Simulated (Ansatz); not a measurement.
# Cl2FGeH: the cost of one run

All numbers below are computed with Ansatz 0.2.0 (RHF/def2-SVP).

### 1 The structure to begin with

Bond lengths: Ge1–F2 1.880 Å, Ge1–H3 1.750 Å, Ge1–Cl4 2.218 Å, Ge1–Cl5 2.218 Å. Angles: F2–Ge1–H3 41.0°, F2–Ge1–Cl4 122.9°, F2–Ge1–Cl5 122.9°, H3–Ge1–Cl4 122.5°, H3–Ge1–Cl5 122.5°, Cl4–Ge1–Cl5 109.5°.

As a file:

```xyz
5

Ge    0.0000    0.0000    0.0000
F     1.0779    0.0000    1.5402
H     1.6981    0.0000    0.4233
Cl   -1.0456    1.8115   -0.7393
Cl   -1.0456   -1.8115   -0.7393
```

### 2 Pulling towards end A

Springs on the bonds that form and break draw the guess towards this end; the thresholds are loose.

input.yaml

```yaml
crystal:
  periodic: [false, false, false]
  atoms:
    - { symbol: Ge, position_ang: [0.0, 0.0, 0.0] }
    - { symbol: F, position_ang: [1.0779, 0.0, 1.5402] }
    - { symbol: H, position_ang: [1.6981, 0.0, 0.4233] }
    - { symbol: Cl, position_ang: [-1.0456, 1.8115, -0.7393] }
    - { symbol: Cl, position_ang: [-1.0456, -1.8115, -0.7393] }
basis:
  gaussian: { orbitals: def2-SVP }
hamiltonian:
  xc: hf
relax:
  f_tol: 0.15
  max_steps: 25
  restrain:
    - { distance: [1, 2], at: 2.12, k: 30.0 }
    - { distance: [0, 1], at: 1.68, k: 30.0 }
    - { distance: [0, 2], at: 1.55, k: 30.0 }
output:
  orbitals: {}
```

Run with:

```bash
$ ansatz run input.yaml --threads 1 --pin off --max-ram 2048MiB --backend cpu --events-out ev --progress --plain --runs-dir out
```

**Question.** How long does this run take on 1 thread of Arm Neoverse N1, shared host, and how much memory does it need?

About 23 s, with a peak of 0.17 GiB.
